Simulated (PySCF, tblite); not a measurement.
# C₅H₉NO: a rotation path, then NMR shifts on frames, part 2 of 2

tblite 0.8.0 and PySCF 2.14.0. Atoms count from 0. The steps go on from the part before.

### 5 NMR shieldings: image 4, PBE0/pcSseg-1

What the job is given:

```
{"job": {"kind": "nmr", "xc": "PBE0", "basis": "pcSseg-1", "pop": false}, "charge": 0, "multiplicity": 1}
C     -3.075900     0.227600     0.809300
C     -1.959900     0.422100     0.117900
C     -0.715100    -0.315400     0.445300
O     -0.667800    -1.164200     1.304200
C      0.481300     0.093600    -0.394400
C      1.771400    -0.682800    -0.051600
N      2.876200     0.125100     0.422600
H     -3.080700    -0.475100     1.626600
H     -3.996500     0.741500     0.591800
H     -1.916700     1.116900    -0.708900
H      0.207000    -0.037700    -1.443200
H      0.634200     1.166800    -0.238600
H      2.123900    -1.229000    -0.929200
H      1.537700    -1.411800     0.730200
H      3.163000     0.795100    -0.283200
H      2.610100     0.636300     1.257100
```

Method: GIAO PBE0/pcSseg-1 NMR shielding, non-relativistic, gas phase.

Log:

```text
coarse grid: 13160 points
cycle   1  E = -325.2783739965  dE =  9.006e-01  |g| = 8.260e-01  |ddm| = 3.501e+00
cycle   2  E = -324.8828387198  dE =  3.955e-01  |g| = 1.643e+00  |ddm| = 2.710e+00
cycle   3  E = -325.4107817697  dE = -5.279e-01  |g| = 1.972e-01  |ddm| = 2.137e+00
cycle   4  E = -325.4190596977  dE = -8.278e-03  |g| = 6.119e-02  |ddm| = 2.017e-01
cycle   5  E = -325.4197850129  dE = -7.253e-04  |g| = 1.692e-02  |ddm| = 5.422e-02
cycle   6  E = -325.4198428300  dE = -5.782e-05  |g| = 5.252e-03  |ddm| = 1.523e-02
cycle   7  E = -325.4198484222  dE = -5.592e-06  |g| = 1.832e-03  |ddm| = 4.624e-03
final grid: 126592 points
cycle   8  E = -325.4708386219  dE = -1.858e-05  |g| = 1.386e-02  |ddm| = 3.271e-02
cycle   9  E = -325.4707526849  dE =  8.594e-05  |g| = 2.534e-02  |ddm| = 3.166e-02
cycle  10  E = -325.4708765226  dE = -1.238e-04  |g| = 3.051e-03  |ddm| = 2.260e-02
cycle  11  E = -325.4708783718  dE = -1.849e-06  |g| = 3.702e-04  |ddm| = 2.578e-03
cycle  12  E = -325.4708783975  dE = -2.570e-08  |g| = 1.889e-04  |ddm| = 4.827e-04
cycle  13  E = -325.4708784060  dE = -8.534e-09  |g| = 4.524e-05  |ddm| = 1.807e-04
cycle  14  E = -325.4708784065  dE = -4.779e-10  |g| = 1.050e-05  |ddm| = 4.074e-05
converged SCF energy = -325.4708784065

GIAO shielding tensors (ppm)
atom      isotropic    diamagn.    paramagn.     s11        s22        s33       span
  0 C       48.801     252.164    -203.363    -69.241     37.365    178.278    247.519
  1 C       46.155     258.877    -212.722    -68.528     64.972    142.020    210.548
  2 C      -13.285     250.842    -264.127   -104.472    -37.816    102.434    206.905
  3 O     -272.909     401.582    -674.491   -843.255   -384.960    409.488   1252.743
  4 C      128.796     254.958    -126.162     88.568    127.251    170.568     82.000
  5 C      149.570     244.166     -94.596    125.207    149.466    174.038     48.831
  6 N      218.805     315.160     -96.355    202.697    210.793    242.925     40.228
  7 H       24.675      30.702      -6.028     21.895     23.657     28.472      6.577
  8 H       25.661      27.730      -2.069     23.258     25.414     28.311      5.053
  9 H       25.201      32.823      -7.623     21.130     24.365     30.107      8.976
 10 H       28.643      33.321      -4.678     24.621     28.635     32.675      8.054
 11 H       29.774      34.259      -4.485     26.513     30.897     31.910      5.398
 12 H       29.042      29.639      -0.597     23.867     28.744     34.515     10.648
 13 H       27.549      30.318      -2.769     22.482     27.187     32.980     10.498
 14 H       31.157      31.057       0.100     24.936     28.958     39.579     14.643
 15 H       31.240      32.079      -0.839     24.930     29.770     39.020     14.090
```

Wall time 18 s (1 thread of Arm Neoverse V1, shared host); peak memory 0.77 GiB.

In short: δ C2 200.2, C1 140.8, C0 138.1, C4 58.1, H7 7.04, H9 6.52 ppm.

### 6 Shielding tensors: image 6, PBE0/pcSseg-1

What the job is given:

```
{"job": {"kind": "nmr", "xc": "PBE0", "basis": "pcSseg-1", "pop": false}, "charge": 0, "multiplicity": 1}
C     -2.976500     0.322900     0.907000
C     -1.926100     0.400200     0.099400
C     -0.638800    -0.251300     0.446000
O     -0.497900    -0.932400     1.434500
C      0.471700     0.007900    -0.554600
C      1.802300    -0.677000    -0.186400
N      2.690900     0.105800     0.646200
H     -2.897200    -0.220400     1.834600
H     -3.924400     0.780300     0.680100
H     -1.968500     0.933600    -0.839700
H      0.121300    -0.335600    -1.530600
H      0.613300     1.091200    -0.625700
H      2.349500    -0.928100    -1.098300
H      1.581000    -1.601200     0.354600
H      2.962300     0.962300     0.174200
H      2.229500     0.350900     1.515100
```

With the program's defaults for keys left out, this is: GIAO PBE0/pcSseg-1 NMR shielding, non-relativistic, gas phase.

Log:

```text
coarse grid: 13160 points
cycle   1  E = -325.2822634117  dE =  8.994e-01  |g| = 8.265e-01  |ddm| = 3.504e+00
cycle   2  E = -324.8869146291  dE =  3.953e-01  |g| = 1.643e+00  |ddm| = 2.693e+00
cycle   3  E = -325.4147153677  dE = -5.278e-01  |g| = 1.964e-01  |ddm| = 2.127e+00
cycle   4  E = -325.4229211953  dE = -8.206e-03  |g| = 6.171e-02  |ddm| = 2.019e-01
cycle   5  E = -325.4236588450  dE = -7.376e-04  |g| = 1.686e-02  |ddm| = 5.379e-02
cycle   6  E = -325.4237158280  dE = -5.698e-05  |g| = 5.400e-03  |ddm| = 1.497e-02
cycle   7  E = -325.4237218243  dE = -5.996e-06  |g| = 1.839e-03  |ddm| = 4.663e-03
final grid: 126592 points
cycle   8  E = -325.4737971770  dE = -2.023e-05  |g| = 1.353e-02  |ddm| = 3.115e-02
cycle   9  E = -325.4737184265  dE =  7.875e-05  |g| = 2.441e-02  |ddm| = 3.026e-02
cycle  10  E = -325.4738335122  dE = -1.151e-04  |g| = 3.108e-03  |ddm| = 2.162e-02
cycle  11  E = -325.4738354310  dE = -1.919e-06  |g| = 3.573e-04  |ddm| = 2.658e-03
cycle  12  E = -325.4738354540  dE = -2.299e-08  |g| = 1.918e-04  |ddm| = 4.653e-04
cycle  13  E = -325.4738354628  dE = -8.841e-09  |g| = 4.564e-05  |ddm| = 1.822e-04
cycle  14  E = -325.4738354633  dE = -4.836e-10  |g| = 1.134e-05  |ddm| = 4.135e-05
converged SCF energy = -325.4738354633

GIAO shielding tensors (ppm)
atom      isotropic    diamagn.    paramagn.     s11        s22        s33       span
  0 C       49.032     252.353    -203.321    -68.764     37.362    178.499    247.263
  1 C       45.948     258.850    -212.902    -68.684     64.317    142.210    210.894
  2 C      -15.013     251.060    -266.072   -105.019    -41.776    101.757    206.776
  3 O     -272.017     402.090    -674.107   -846.458   -382.398    412.806   1259.264
  4 C      129.727     254.829    -125.102     97.902    127.076    164.203     66.300
  5 C      147.381     243.843     -96.462    123.835    146.975    171.332     47.497
  6 N      220.755     316.634     -95.878    199.442    217.313    245.512     46.070
  7 H       24.687      30.809      -6.122     21.934     23.711     28.415      6.481
  8 H       25.662      27.759      -2.097     23.304     25.420     28.262      4.958
  9 H       25.123      32.740      -7.617     21.108     24.319     29.941      8.833
 10 H       28.912      33.178      -4.266     24.881     28.428     33.428      8.546
 11 H       29.673      33.895      -4.223     26.830     30.414     31.774      4.944
 12 H       29.051      29.253      -0.202     23.315     28.832     35.006     11.691
 13 H       27.859      30.041      -2.183     24.330     26.981     32.266      7.936
 14 H       31.454      31.582      -0.128     25.276     28.959     40.127     14.851
 15 H       30.889      32.955      -2.065     24.216     30.008     38.444     14.228
```

Wall time 18 s (1 thread of Arm Neoverse V1, shared host); peak memory 0.77 GiB.

This run: δ C2 201.9, C1 141.0, C0 137.9, C4 57.2, H7 7.03, H9 6.59 ppm.

### 7 Nuclear shieldings: image 8, PBE0/pcSseg-1

What the job is given:

```
{"job": {"kind": "nmr", "xc": "PBE0", "basis": "pcSseg-1", "pop": false}, "charge": 0, "multiplicity": 1}
C     -2.879300     0.408600     0.969100
C     -1.891300     0.376700     0.084100
C     -0.553600    -0.151300     0.442400
O     -0.302400    -0.601400     1.537200
C      0.464800    -0.064100    -0.674900
C      1.841000    -0.635800    -0.288300
N      2.509800     0.041200     0.801900
H     -2.715900     0.044100     1.971000
H     -3.859400     0.787800     0.735000
H     -2.019900     0.733700    -0.927900
H      0.069900    -0.601000    -1.541000
H      0.559000     0.989500    -0.959200
H      2.497400    -0.594800    -1.163600
H      1.720600    -1.682400     0.001700
H      2.579700     1.036500     0.614700
H      1.971900    -0.078500     1.653900
```

Method: GIAO PBE0/pcSseg-1 NMR shielding, non-relativistic, gas phase.

Log:

```text
coarse grid: 13160 points
cycle   1  E = -325.2871506548  dE =  9.033e-01  |g| = 8.209e-01  |ddm| = 3.506e+00
cycle   2  E = -324.9026246878  dE =  3.845e-01  |g| = 1.624e+00  |ddm| = 2.575e+00
cycle   3  E = -325.4172854746  dE = -5.147e-01  |g| = 1.969e-01  |ddm| = 2.028e+00
cycle   4  E = -325.4255351144  dE = -8.250e-03  |g| = 6.132e-02  |ddm| = 2.048e-01
cycle   5  E = -325.4262580049  dE = -7.229e-04  |g| = 1.678e-02  |ddm| = 5.358e-02
cycle   6  E = -325.4263147635  dE = -5.676e-05  |g| = 5.286e-03  |ddm| = 1.514e-02
cycle   7  E = -325.4263205072  dE = -5.744e-06  |g| = 1.736e-03  |ddm| = 4.509e-03
final grid: 126592 points
cycle   8  E = -325.4766924820  dE = -2.258e-05  |g| = 1.346e-02  |ddm| = 3.417e-02
cycle   9  E = -325.4766110937  dE =  8.139e-05  |g| = 2.467e-02  |ddm| = 3.098e-02
cycle  10  E = -325.4767285478  dE = -1.175e-04  |g| = 2.934e-03  |ddm| = 2.157e-02
cycle  11  E = -325.4767302910  dE = -1.743e-06  |g| = 3.507e-04  |ddm| = 2.511e-03
cycle  12  E = -325.4767303118  dE = -2.084e-08  |g| = 2.039e-04  |ddm| = 4.643e-04
cycle  13  E = -325.4767303220  dE = -1.022e-08  |g| = 4.267e-05  |ddm| = 1.930e-04
cycle  14  E = -325.4767303225  dE = -4.162e-10  |g| = 1.139e-05  |ddm| = 4.077e-05
converged SCF energy = -325.4767303225

GIAO shielding tensors (ppm)
atom      isotropic    diamagn.    paramagn.     s11        s22        s33       span
  0 C       49.259     252.476    -203.217    -68.356     36.882    179.252    247.607
  1 C       46.023     258.894    -212.871    -68.018     64.076    142.010    210.028
  2 C      -17.335     251.393    -268.728   -104.521    -47.768    100.284    204.805
  3 O     -276.338     402.800    -679.138   -852.293   -381.580    404.858   1257.151
  4 C      133.366     255.288    -121.922    108.875    129.903    161.319     52.444
  5 C      143.887     243.039     -99.152    120.129    144.528    167.004     46.876
  6 N      227.458     319.060     -91.603    198.422    229.765    254.186     55.764
  7 H       24.701      30.930      -6.229     21.997     23.732     28.374      6.377
  8 H       25.688      27.787      -2.099     23.367     25.454     28.245      4.878
  9 H       25.129      32.671      -7.542     21.133     24.405     29.850      8.717
 10 H       29.174      32.963      -3.789     25.404     28.557     33.560      8.157
 11 H       29.475      33.491      -4.015     26.487     29.844     32.095      5.608
 12 H       28.849      28.674       0.175     22.886     28.696     34.966     12.080
 13 H       28.388      29.756      -1.368     24.436     27.794     32.933      8.497
 14 H       31.857      32.848      -0.992     25.779     29.281     40.509     14.730
 15 H       29.567      33.340      -3.773     21.768     28.568     38.365     16.596
```

Wall time 18 s (1 thread of Arm Neoverse V1, shared host); peak memory 0.77 GiB.

This run: δ C2 204.3, C1 140.9, C0 137.7, C4 53.6, H7 7.02, H9 6.59 ppm.

### 8 Side by side: NMR shifts

Shifts (ppm) of some atoms, chosen among heavy atoms and hydrogens apart, with basis size and wall time:

| frame | C2 | C4 | C5 | H13 | H15 | O3 | N6 | functions | time |
| --- | --- | --- | --- | --- | --- | --- | --- | --- | --- |
| image 0 | 201.5 | 58.1 | 43.0 | 3.15 | 0.26 | 622.3 | 36.0 | 164 | 25 s |
| image 2 | 200.6 | 58.0 | 40.3 | 3.76 | 0.22 | 616.9 | 41.8 | 164 | 18 s |
| image 4 | 200.2 | 58.1 | 37.4 | 4.17 | 0.48 | 609.0 | 48.9 | 164 | 18 s |
| image 6 | 201.9 | 57.2 | 39.5 | 3.86 | 0.83 | 608.1 | 47.0 | 164 | 18 s |
| image 8 | 204.3 | 53.6 | 43.0 | 3.33 | 2.15 | 612.4 | 40.3 | 164 | 18 s |

### 9 Summary of results

This closing draws on all 2 parts.

```
                                       quantity                                                     value
                       lowest and highest image                                       -0.027 and 0.065 eV
13C shifts against TMS (PBE0/pcSseg-1, image 0)                       201.5, 140.6, 137.0, 58.1, 43.0 ppm
 1H shifts against TMS (PBE0/pcSseg-1, image 0)  6.94, 6.58, 5.98, 3.15, 3.12, 2.43, 2.41, 0.26, 0.26 ppm
17O shifts against H2O (PBE0/pcSseg-1, image 0)                                                 622.3 ppm
15N shifts against NH3 (PBE0/pcSseg-1, image 0)                                                  36.0 ppm
          surface potential, 1st and 99th percentile                                        -1.74 V and 1.34 V
                       range of the shift of O3                                        608.1 to 622.3 ppm
```

In words: The band dips 0.6 kcal/mol below its start, so the start is not the lowest point of the turn; from the lowest image the climb to the highest is 2.1 kcal/mol (GFN2-xTB, rough). Shifts at one fixed geometry are not the observed spectrum, which averages over the motion. In the first frame run (image 0): The largest span, 1279 ppm, is at O3, where the paramagnetic term is -688 ppm. By nearest atom (PBE0/pcSseg-1), the HOMO sits on N6 53 %; O3 10 % and the LUMO on C0, C2 about 24 % each; O3 18 %. In ppm, O3 moves most: its shift spreads over 14.2 ppm, from 608.1 (image 6) to 622.3 (image 0).
